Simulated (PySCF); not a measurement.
# C3H10ClPSi2: electronic excitations

What electronic excitations should C3H10ClPSi2 (`C=C(C)[SiH2]P[SiH2]Cl`) show?

The runs use PySCF 2.14.0, with density-fitted response routines of our own; the level of theory stands in each step. All values are computed, except where a source is named. Atoms are numbered from 0 throughout.

**1. The molecule as given**

17 atoms, charge 0, multiplicity 1; geometry from: GFN2-xTB.

Bonds of the start (Å): C0–C1 1.33, C1–C2 1.50, C1–Si3 1.89, Si3–P4 2.24, P4–Si5 2.23, Si5–Cl6 2.01, C0–H7 1.08, C0–H8 1.08, C2–H9 1.09, C2–H10 1.09, C2–H11 1.09, Si3–H12 1.47, Si3–H13 1.47, P4–H14 1.38, Si5–H15 1.46, Si5–H16 1.46.

**2. Excited states and response: CAM-B3LYP/def2-SVPD**

The job: settings as JSON, then the geometry in Å.

```
{"job": {"kind": "uv", "xc": "CAM-B3LYP", "basis": "def2-SVPD", "nstates": 8, "ntriplets": 3}, "charge": 0, "multiplicity": 1}
C     -1.071695     0.621495     1.485494
C     -1.313672     0.255186     0.234264
C     -2.420334     0.864044    -0.569408
Si    -0.291068    -1.082143    -0.619873
P      1.478404    -1.541934     0.680310
Si     2.930024     0.042040     0.084142
Cl     2.395606     1.755319     0.991529
H     -1.654123     1.376869     1.991569
H     -0.270940     0.178579     2.058704
H     -2.970486     1.602424     0.009681
H     -3.109521     0.089740    -0.901934
H     -2.016910     1.344981    -1.458774
H      0.092755    -0.636227    -1.971445
H     -1.043298    -2.336932    -0.758908
H      2.010242    -2.481988    -0.177230
H      2.994949     0.312347    -1.354088
H      4.253067    -0.351772     0.564981
```

Level: TDDFT CAM-B3LYP/def2-SVPD, vertical, gas phase, core orbitals frozen in the response.

Run with:

```bash
> OMP_NUM_THREADS=1 python probes_run.py task.json out
```

This one command runs all jobs of the session in turn.

Predict these results of the whole session: lowest singlet (CAM-B3LYP/def2-SVPD); brightest single state of those computed; lowest triplet.

**Answer**, as computed:

| quantity | value |
| --- | --- |
| lowest singlet (CAM-B3LYP/def2-SVPD) | 6.05 eV (205 nm), f = 0.019 |
| brightest single state of those computed | state 6, 6.84 eV, f = 0.110 |
| lowest triplet | 4.27 eV |

In words: The first singlet state (HOMO→LUMO+1 0.79) lies at 6.05 eV and is weak; of the 8 states computed, the strongest absorption comes from state 6 at 6.84 eV. The lowest triplet lies 1.78 eV below the lowest singlet (triplets in Tamm-Dancoff, singlets in full TDDFT).
